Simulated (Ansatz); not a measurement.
# CH6SSi2: the cost of one run

Method: RKS PBE0-D4/6-31G*, in Ansatz 0.2.0.

## (1) The system as given

Bond lengths: C1–Si2 1.760 Å, Si2–Si3 2.196 Å, Si2–S4 2.191 Å, Si3–S4 2.106 Å, C1–H5 1.102 Å, C1–H6 1.154 Å, C1–H7 1.095 Å, Si2–H8 1.447 Å, Si3–H9 1.535 Å, Si3–H10 1.491 Å. Angles (14 of 19 angles, heavy atoms first): C1–Si2–Si3 116.6°, C1–Si2–S4 109.9°, Si3–Si2–S4 57.4°, Si2–Si3–S4 61.2°, Si2–S4–Si3 61.4°, C1–Si2–H8 120.9°, Si3–Si2–H8 120.9°, S4–Si2–H8 111.2°, Si2–C1–H5 117.2°, Si2–C1–H6 113.1°, Si2–C1–H7 114.1°, Si2–Si3–H9 121.1°, Si2–Si3–H10 121.7°, S4–Si3–H9 110.4°.

Structure file:

```xyz
10

C    -1.2213    0.7184   -0.7138
Si   -0.4953   -0.5100    0.3169
Si    1.6322   -0.2566    0.7994
S     1.0957   -1.5505   -0.7728
H    -0.5362    1.3711   -1.2779
H    -1.8860    1.4614   -0.1320
H    -1.8990    0.3194   -1.4764
H    -1.3199   -1.4415    1.0564
H     2.2856   -1.0467    1.9419
H     2.4273    0.8838    0.2613
```

## (2) Relaxing end A

input.yaml reads:

```yaml
crystal:
  periodic: [false, false, false]
  atoms:
    - { symbol: C, position_ang: [-1.2213, 0.7184, -0.7138] }
    - { symbol: Si, position_ang: [-0.4953, -0.51, 0.3169] }
    - { symbol: Si, position_ang: [1.6322, -0.2566, 0.7994] }
    - { symbol: S, position_ang: [1.0957, -1.5505, -0.7728] }
    - { symbol: H, position_ang: [-0.5362, 1.3711, -1.2779] }
    - { symbol: H, position_ang: [-1.886, 1.4614, -0.132] }
    - { symbol: H, position_ang: [-1.899, 0.3194, -1.4764] }
    - { symbol: H, position_ang: [-1.3199, -1.4415, 1.0564] }
    - { symbol: H, position_ang: [2.2856, -1.0467, 1.9419] }
    - { symbol: H, position_ang: [2.4273, 0.8838, 0.2613] }
basis:
  gaussian: { orbitals: "6-31G*" }
hamiltonian:
  xc: pbe0
  dispersion: d4
relax:
  f_tol: 0.02
  max_steps: 50
```

Command:

```sh
$ ansatz run input.yaml --threads 2 --pin off --max-ram 3072MiB --backend cpu --events-out ev --progress --plain --runs-dir out
```

**Question.** How long does this run take on 2 threads of Arm Neoverse V1, shared host, and how much memory does it need?

About 15 s, with a peak of 0.17 GiB.
